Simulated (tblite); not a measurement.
# CH8F2GeSi2: the cost of one run

Programs: tblite 0.8.0 and PySCF 2.14.0, with density-fitted response routines of our own. Each step states its level of theory. These are calculated values for one molecule in the gas phase, unless marked as measured. Atoms are numbered from 0 throughout.

### 1 The starting structure

14 atoms, charge 0, multiplicity 1; geometry from: force field or distance geometry start.

Bonds of the start (Å): F0–C1 1.37, C1–Si2 1.88, Si2–F3 1.67, Si2–Si4 2.22, Si4–Ge5 2.31, C1–H6 1.12, C1–H7 1.11, Si2–H8 1.47, Si4–H9 1.47, Si4–H10 1.48, Ge5–H11 1.55, Ge5–H12 1.54, Ge5–H13 1.55.

### 2 Geometry optimisation with GFN2-xTB

Job settings and geometry (Å):

```
{"job": {"kind": "relax", "xc": "GFN2-xTB", "basis": "xTB"}, "charge": 0, "multiplicity": 1}
F     -2.281200     1.299400    -0.380800
C     -1.856400     0.622100     0.727400
Si    -1.099000    -1.017500     0.220600
F     -0.580200    -1.842000     1.574400
Si     0.624900    -0.640200    -1.129500
Ge     2.165600     0.679200    -0.034100
H     -1.084100     1.224900     1.260400
H     -2.702000     0.437400     1.421300
H     -2.114500    -1.817400    -0.487500
H      1.241500    -1.919400    -1.506200
H      0.157800     0.058500    -2.345600
H      1.501600     2.020900     0.361000
H      3.377400     0.947800    -0.950100
H      2.647900    -0.054200     1.246700
```

Started as:

```sh
$ OMP_NUM_THREADS=1 python probes_run.py task.json out
```

This one command runs all jobs of the session in turn.

Q: Estimate the wall time and peak memory of this first job on 1 thread of Arm Neoverse N1, shared host.

About 2.6 s, with a peak of 0.18 GiB.
